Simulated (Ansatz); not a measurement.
# Fe4Si (Fmmm) in Ansatz: reference runs

Aim: a first look at Fe4Si with PBEsol, on the cell as given and on a disturbed one, then over a range of volumes.

Program: Ansatz 0.2.0. These are calculated values, not measurements. Logs are shortened: lines on timing, memory, paths and dates and some standing lists are left out, and cuts for length are marked.

## 1. The structure

Symmetry: Fmmm, No. 69, orthorhombic system. The conventional cell has a = 3.044 Å, b = 4.055 Å, c = 18.933 Å, α = 90.00°, β = 90.00°, γ = 90.00°. Fe (site symmetry mm2) is surrounded by 2 Si at 2.34 Å and 6 Fe at 2.49 to 2.54 Å. Fe (site symmetry mm2) has 12 Fe at 2.49 to 2.83 Å as nearest neighbours. Si (site symmetry mmm) has 4 Fe at 2.34 Å and 4 Si at 2.54 Å as nearest neighbours.

The cell comes from a database or a generator and needn't be the stable form of this composition.

## 2. Single point, PBEsol, collinear spin, ferromagnetic start

Input file input.yaml:

```yaml
crystal:
  lattice:
    - [0.0, 2.02761, 9.466341]
    - [1.521904, 0.0, 9.466341]
    - [1.521904, 2.02761, 0.0]
  atoms:
    - { symbol: Fe, position: [0.594069, 0.594069, 0.405931], spin: 3.0 }
    - { symbol: Fe, position: [0.197971, 0.197971, 0.802029], spin: 3.0 }
    - { symbol: Fe, position: [0.802029, 0.802029, 0.197971], spin: 3.0 }
    - { symbol: Fe, position: [0.405931, 0.405931, 0.594069], spin: 3.0 }
    - { symbol: Si, position: [0.0, 0.0, 0.0] }
hamiltonian:
  xc: pbesol
  pseudopotentials: { kind: paw }
magnetization:
  spin_polarized: true
kpoints:
  mp_grid: { grid: [11, 11, 11] }
scf:
  occupations: { method: fermi_dirac, width: 0.05 }
output:
  forces: true
  stress: true
  eigenvalues: true
```

Potentials or basis: Ansatz PAW.

Started as:

```
ansatz run input.yaml --threads 2 --pin off --max-ram 5632MiB --backend cpu --events-out ev --progress --plain --runs-dir out
```

Log:

```text
Warning: RAYON_NUM_THREADS=2 ignored (pool sized by the plan → 2); use --threads N
basis.fft_grid_basis auto: the FFT boxes are laid along the combinations [[1, -1, 0], [0, 1, 0], [0, 0, 1]] of the cell's own vectors, 2.535, 9.588 and 2.535 Å long. The dense box has 18×72×18 points. Along the cell's own vectors, as sized, it would have 72×72×18, 4.00 times as many. basis.fft_grid_basis: typed keeps the cell's own vectors: state it where this run's energies or levels are differenced outside the engine with another run's, or held beside a run that keeps those vectors.
Engine: ansatz 0.2.0, aarch64-unknown-linux-gnu
Pseudopotentials: kind: paw
Pseudopotential: Fe, paw, valence charge 16, recommended cutoff 420 eV (normal), Fe.paw.azcp
Pseudopotential: Si, paw, valence charge 4, recommended cutoff 420 eV (normal), Si.paw.azcp
Functional definition: PBEsol
  exchange = pbesol_x
  correlation = pbesol_c
Crystal: 5 atoms, lattice volume = 58.423 Å³
Basis set: ecut = 420 eV, 1145 PW (Γ), FFT grids on a1−a2, a2, a3, exchange–correlation on 36×144×36 points (8 copies of the dense FFT grid, shifted against one another)
Bands: 48, of which v1, the nominal top of the filled ones, is band 34 counted from 1 (33 counted from 0)
Symmetry: 8 space group operations
Space group: Fmmm (ITA 69), of the structure as read, at distance tolerance 3.9e-5 Å
Magnetic group: BNS 69.521 (UNI 619), of the structure as read, at distance tolerance 3.9e-5 Å
k-points: 216 of 1331
Non-local potential: Fe, projectors of the file, l = 0: 3, l = 1: 2, l = 2: 3, l = 3: 1
Non-local potential: Si, projectors of the file, l = 0: 2, l = 1: 2, l = 2: 2
PAW form: soft (Blöchl's): semilocal exchange-correlation on the pseudo side does not see the compensation charge
PAW frozen core: Fe, regenerated for the run's functional, and the local potential with it (the file was generated under x = pbe(κ = 0.804, μ = 0.2195149727645171), c = pbe(β = 0.06672455060314922))
PAW frozen core: Si, regenerated for the run's functional, and the local potential with it (the file was generated under x = pbe(κ = 0.804, μ = 0.2195149727645171), c = pbe(β = 0.06672455060314922))
PAW one-centre angular grid: Fe, 590 points (default); XC on 64 Gauss nodes
PAW one-centre angular grid: Si, 110 points (default); XC on 64 Gauss nodes
Initial density: superposition of atomic densities (chi_scale 0.1, normalization cell)
Starting moments: Σ|m| = 12 μB on 4 of 5 sites
Initial wavefunctions: pseudopotential atomic-orbital guess
[... 19 lines left out ...]
SCF iter  15: F=-18417.261869 eV  HF=-18417.261869 eV  |F-HF|=5.71e-9  |Δ(HF+E_count)|=  6.84e-10  Δρ=1.87e-6 (↑1.19e-6 ↓1.87e-6)  dr2=5.89e-9  dr2_m=8.95e-11  M=8.808 μB ∫|m|=9.370 μB  ethr=3.89e-11  ⟨swp⟩=7.7  Hψ=79897  notcnv=0
SCF 1 converged in 15 iterations: F = -18417.261869 eV  dr2 = 5.89e-9
SCF converged after 15 iterations
Magnetization: 8.8079 μB (38.4040 up, 29.5960 down)
Absolute magnetization: 9.3708 μB (∫|ρ↑−ρ↓|, with the PAW one-centre terms)
Spin contamination: 0.1620 ħ² per cell (⟨S²⟩ above its minimum at these occupations)
Per-site moments (μB) at R_I (Å): [(1.913846082071043, 0.9663490280286007), (2.5701334354973735, 1.0259435959626848), (2.570133435497375, 1.025943595962684), (1.9138460820710423, 0.9663490280286012), (-0.06245592901365162, 0.9663490280286007)]
Free energy (F): -18417.261869 eV
Harris-Foulkes:  -18417.261869 eV  (|F-HF|=5.71e-9)
Internal energy: -18417.235583 eV  (E = F + TS)
E sigma→0 (E₀):  -18417.248726 eV
Entropy (-TS):   -0.026286 eV (-5.257 meV/atom)
Fermi energy:    17.157092 eV
--- Per-component energies (eV) ---
  E_band       = -898.835931
  E_kinetic    = 1446.883544
  E_local      = -10336.041355  (includes V_loc(G=0)·N_el)
  E_nonlocal   = 906.449774
  E_hartree    = 4466.284217
  E_xc         = -524.636761
  E_vxc        = -654.480525  (∫ρ·V_xc dr)
  E_paw        = -5839.960308  (= ΣΔE_a)
  E_vpaw       = -1194.217159  (= ΣTr[D̂ρ^β])
  E_aug_tail   = 0.003191  (compensation charges beyond the density's cutoff)
  E_ewald      = -8536.966253
  E_core_change = 0.748367  (= ΣΔE_core)
  E_smearing   = -0.026286  (= −TS)
  E_closure    = -0.000000  (closes the sum)
  Σ components = -18417.261869   (vs F -18417.261869, Δ=0.00e0)
--- Forces (eV/Å), atoms counted from 1 ---
  atom   1  Fe     0.00000000     0.00000000     0.05945255
  atom   2  Fe     0.00000000     0.00000000     0.04541429
  atom   3  Fe     0.00000000    -0.00000000    -0.04541429
  atom   4  Fe     0.00000000    -0.00000000    -0.05945255
  atom   5  Si     0.00000000     0.00000000    -0.00000000
  max |Σ_I F_I| component: 1.39e-17 eV/Å
--- Stress (GPa, compression-positive) ---
       -8.779471      -0.000000       0.000000
       -0.000000      -9.643441      -0.000000
        0.000000      -0.000000      -9.170556
  P = ⅓ Tr σ = -9.1978 GPa (-91.978 kbar)
--- Band table (eV; the first three rows and the last of 432) ---
  k-point 0 ↑: bands = ["-70.8505", "-70.8166", "-70.6640", "-70.6635", "-37.1211", "-36.9714", "-36.9507", "-36.8863", "-36.8495", "-36.8440", "-36.7854", "-36.7799", "-36.7797", "-36.7553", "-36.7374", "-36.7373", "3.7216", "9.0089", "9.4409", "11.9639", "12.2478", "13.5174", "13.7555", "14.1979", "14.5134", "14.5182", "14.6622", "14.8672", "14.9927", "15.1117", "15.6660", "15.7196", "15.7230", "15.7795", "15.8121", "15.9144", "16.0110", "16.0183", "16.0629", "16.1842", "16.8078", "23.9358", "25.9849", "26.1859", "26.1935", "27.0537", "31.3149", "32.4852"]
  k-point 1 ↑: bands = ["-70.8477", "-70.8152", "-70.6621", "-70.6616", "-37.1164", "-36.9869", "-36.9427", "-36.8986", "-36.8582", "-36.8524", "-36.7932", "-36.7895", "-36.7743", "-36.7553", "-36.7456", "-36.7455", "3.9167", "9.2021", "9.6834", "12.1050", "12.4051", "13.5580", "13.7760", "14.1854", "14.3551", "14.5308", "14.6414", "14.7267", "14.8840", "15.2394", "15.3456", "15.5683", "15.6212", "15.7283", "15.7750", "15.8892", "15.9085", "16.0420", "16.2527", "16.5186", "17.4188", "23.5908", "24.1167", "26.1024", "26.3240", "28.8434", "30.6627", "32.1326"]
  k-point 2 ↑: bands = ["-70.8400", "-70.8115", "-70.6570", "-70.6566", "-37.1050", "-37.0186", "-36.9410", "-36.9375", "-36.8750", "-36.8646", "-36.8247", "-36.8207", "-36.7649", "-36.7588", "-36.7551", "-36.7541", "4.4955", "9.7753", "10.3493", "12.4584", "12.7995", "13.6342", "13.7478", "13.8679", "14.3430", "14.3792", "14.4664", "14.4823", "14.7038", "15.1577", "15.4621", "15.4680", "15.5244", "15.6769", "15.7795", "15.8141", "15.9219", "16.1015", "16.2527", "17.2735", "18.4072", "20.9814", "24.4769", "25.8653", "26.7629", "27.6060", "29.8342", "30.3234"]
  k-point 215 ↓: bands = ["-68.4293", "-68.4291", "-67.8621", "-67.8260", "-34.7634", "-34.7623", "-34.5607", "-34.5605", "-34.4793", "-34.4792", "-34.1744", "-34.0246", "-33.9790", "-33.9447", "-33.9411", "-33.9267", "3.9017", "9.0177", "11.0383", "11.6368", "13.7539", "15.2131", "15.4064", "15.6285", "16.0031", "16.3388", "16.5345", "16.6906", "16.7055", "16.9638", "17.3415", "17.8905", "17.9313", "18.0715", "18.1077", "18.1993", "18.5776", "18.7675", "18.8167", "18.9945", "19.7246", "23.6824", "23.7513", "26.1504", "28.5624", "29.7787", "30.9858", "31.3244"]
```

Run time: 1.9 min. Hardware: 2 threads of Arm Neoverse N1, shared host; peak memory 1 GiB.

Results:

| Item | Value |
| --- | --- |
| Free energy | -18417.2619 eV |
| Pressure | -9.2 GPa |
| Largest force | 0.059 eV/Å |
| Band gap on the k mesh | none (metal or under the smearing width) |
| Net moment | 8.81 μB per cell |
| Absolute moment | 9.37 μB per cell |
| Site moments | Fe +1.91, +2.57; Si -0.06 μB |

Forces in eV/Å, atoms in the order of the input:
```
Fe   0.000  0.000  0.059
Fe   0.000  0.000  0.045
Fe   0.000  0.000 -0.045
Fe   0.000  0.000 -0.059
Si   0.000  0.000  0.000
```

Caveat: the PAW data sets come from PBE, with cores solved anew for the run's functional, which leaves a small shift of forces and pressure.

## 3. Single point, PBEsol, collinear spin, ferromagnetic start (atoms moved at random, drawn with an rms of 0.05 Å)

Input file input.yaml:

```yaml
crystal:
  lattice:
    - [0.0, 2.02761, 9.466341]
    - [1.521904, 0.0, 9.466341]
    - [1.521904, 2.02761, 0.0]
  atoms:
    - { symbol: Fe, position: [0.593017, 0.600097, 0.412589], spin: 3.0 }
    - { symbol: Fe, position: [0.174168, 0.221137, 0.811442], spin: 3.0 }
    - { symbol: Fe, position: [0.812328, 0.792911, 0.189774], spin: 3.0 }
    - { symbol: Fe, position: [0.420892, 0.391243, 0.586333], spin: 3.0 }
    - { symbol: Si, position: [-0.00586, 0.010247, -0.001504] }
hamiltonian:
  xc: pbesol
  pseudopotentials: { kind: paw }
magnetization:
  spin_polarized: true
kpoints:
  mp_grid: { grid: [11, 11, 11] }
scf:
  occupations: { method: fermi_dirac, width: 0.05 }
output:
  forces: true
  stress: true
  eigenvalues: true
```

Potentials or basis: Ansatz PAW.

Started as:

```
ansatz run input.yaml --threads 2 --pin off --max-ram 5632MiB --backend cpu --events-out ev --progress --plain --runs-dir out
```

Run time: 11 min. Hardware: 2 threads of Arm Neoverse N1, shared host; peak memory 2.5 GiB.

Results (log left out):

```yaml
Free_energy: -18417.2381 eV
Pressure: -9.1 GPa
Largest_force: 0.452 eV/Å
Band_gap_on_the_k_mesh: none (metal or under the smearing width)
Net_moment: 8.81 μB per cell
Absolute_moment: 9.37 μB per cell
Site_moments: Fe +1.90, +2.54, +2.57, +1.95; Si -0.06 μB
```

Forces in eV/Å, atoms in the order of the input:
```
Fe   0.041 -0.065 -0.258
Fe  -0.224  0.124  0.373
Fe   0.147 -0.034 -0.115
Fe   0.171 -0.008  0.181
Si  -0.136 -0.016 -0.181
```

Stress tensor (GPa, compression positive):
```
-9.07  0.03 -0.36
 0.03 -9.37  0.08
-0.36  0.08 -8.98
```

Levels at points of the mesh, in eV from the Fermi level:
Spin up:
| k point | band 36 | band 37 | band 38 | band 39 | band 40 | band 41 | band 42 | band 43 |
| --- | --- | --- | --- | --- | --- | --- | --- | --- |
| (0.00, 0.00, 0.00) | -1.24 | -1.14 | -1.12 | -1.03 | -0.92 | -0.32 | 6.64 | 8.82 |
Spin down:
```csv
k point,band 26,band 27,band 28,band 29,band 30,band 31,band 32,band 33,band 34,band 35
"(0.00, 0.00, 0.00)",-0.63,-0.49,-0.42,-0.34,-0.17,-0.07,0.83,0.92,0.95,0.99
```

Caveat: the PAW data sets come from PBE, with cores solved anew for the run's functional, which leaves a small shift of forces and pressure.

(Part 1 of 2 ends here.)
